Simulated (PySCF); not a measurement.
# GeO (SMILES [O]=[Ge]): M06-2X/cc-pVTZ

What is the vertical ionisation energy of GeO at M06-2X/cc-pVTZ? Input form: a Python script.

The results are computed with PySCF 2.14.0.

9 further runs of the same task are left out: 3 that didn't finish, 6 set aside as unsound or not needed.

## Step 1: The molecule

GeO: 2 atoms, total charge 0, spin state singlet. SMILES: `[O]=[Ge]`. The coordinates come from a PBE0-D4/def2-TZVP relaxation.

Bond lengths: O1–Ge2 1.623 Å.

## Step 2: The energy at M06-2X/cc-pVTZ

Contents of input.xyz:

```xyz
2

O      0.000000     0.000000    -0.023040
Ge     0.000000     0.000000     1.599530
```

Contents of run.py:

```python
# GeO
from pyscf import gto, dft

mol = gto.M(
    atom='input.xyz',
    verbose=3,
    basis='cc-pvtz',
    spin=0,
    charge=0,
    max_memory=1860,
)

mf = dft.RKS(mol, xc='m06-2x')
mf.conv_tol = 1e-10
mf.grids.level = 5
mf.kernel()
if not mf.converged:
    mf = mf.newton().run(mf.mo_coeff, mf.mo_occ)

e_final = mf.e_tot
print('E = %.10f Eh' % e_final)
```

Started as:

```
$ OMP_NUM_THREADS=1 python run.py
```

Log:

```text
converged SCF energy = -2152.26920962377
E = -2152.2692096238 Eh
```

It took 12 s on 1 thread of Arm Neoverse V1, shared host; peak memory 0.37 GiB.

## Step 3: The doublet cation, same level

Contents of mol.xyz:

```xyz
2
GeO
O      0.000000     0.000000    -0.023040
Ge     0.000000     0.000000     1.599530
```

Contents of run.py:

```python
from pyscf import gto, dft

mol = gto.M(
    atom='mol.xyz',
    charge=1,
    basis='cc-pvtz',
    max_memory=1860,
    verbose=4,
    spin=1,
)

ks = dft.UKS(mol)
ks.xc = 'm06-2x'
ks.grids.level = 5
ks.conv_tol = 1e-10
ks.kernel()
if not ks.converged:
    ks = ks.newton().run(ks.mo_coeff, ks.mo_occ)

energy = ks.e_tot
print(f'total energy: {energy:.8f} hartree')
```

Started as:

```
$ OMP_NUM_THREADS=1 python run.py
```

Log:

```text
PySCF version 2.14.0

[INPUT] num. atoms = 2
[INPUT] num. electrons = 39
[INPUT] charge = 1
[INPUT] spin (= nelec alpha-beta = 2S) = 1
[INPUT] symmetry False subgroup None
[INPUT] Mole.unit = angstrom
[INPUT] Symbol           X                Y                Z      unit          X                Y                Z       unit  Magmom
[INPUT]  1 O      0.000000000000   0.000000000000  -0.023040000000 AA    0.000000000000   0.000000000000  -0.043539289910 Bohr   0.0
[INPUT]  2 Ge     0.000000000000   0.000000000000   1.599530000000 AA    0.000000000000   0.000000000000   3.022673628026 Bohr   0.0

nuclear repulsion = 83.4906142696586
number of shells = 19
number of NR pGTOs = 153
number of NR cGTOs = 73
basis = cc-pvtz
ecp = {}

[... 92 lines left out ...]
converged SCF energy = -2151.86912253957  <S^2> = 0.77435746  2S+1 = 2.0242109
total energy: -2151.86912254 hartree
```

Wall time 25 s (1 thread of Arm Neoverse V1, shared host); peak memory 0.39 GiB.

## Step 4: Summary of results

At M06-2X/cc-pVTZ:

| quantity | value |
| --- | --- |
| singlet GeO: total energy | -2152.26921 Eh |
| singlet GeO: dipole moment | 3.54 D |
| singlet GeO: HOMO energy | -9.74 eV |
| singlet GeO: LUMO energy | -1.10 eV |
| singlet GeO: HOMO–LUMO gap | 8.63 eV |
| doublet cation: total energy | -2151.86912 Eh |
| doublet cation: HOMO energy (highest over α and β) | -18.38 eV |
| doublet cation: LUMO energy (lowest over α and β) | -12.32 eV |
| doublet cation: ⟨S²⟩ | 0.774 |
| vertical ionisation energy (to the doublet cation) | 10.887 eV |

In words: Removing an electron at fixed nuclei costs 10.89 eV (251 kcal/mol). The negative HOMO energy of the first species, 9.74 eV, lies 1.15 eV below that difference.
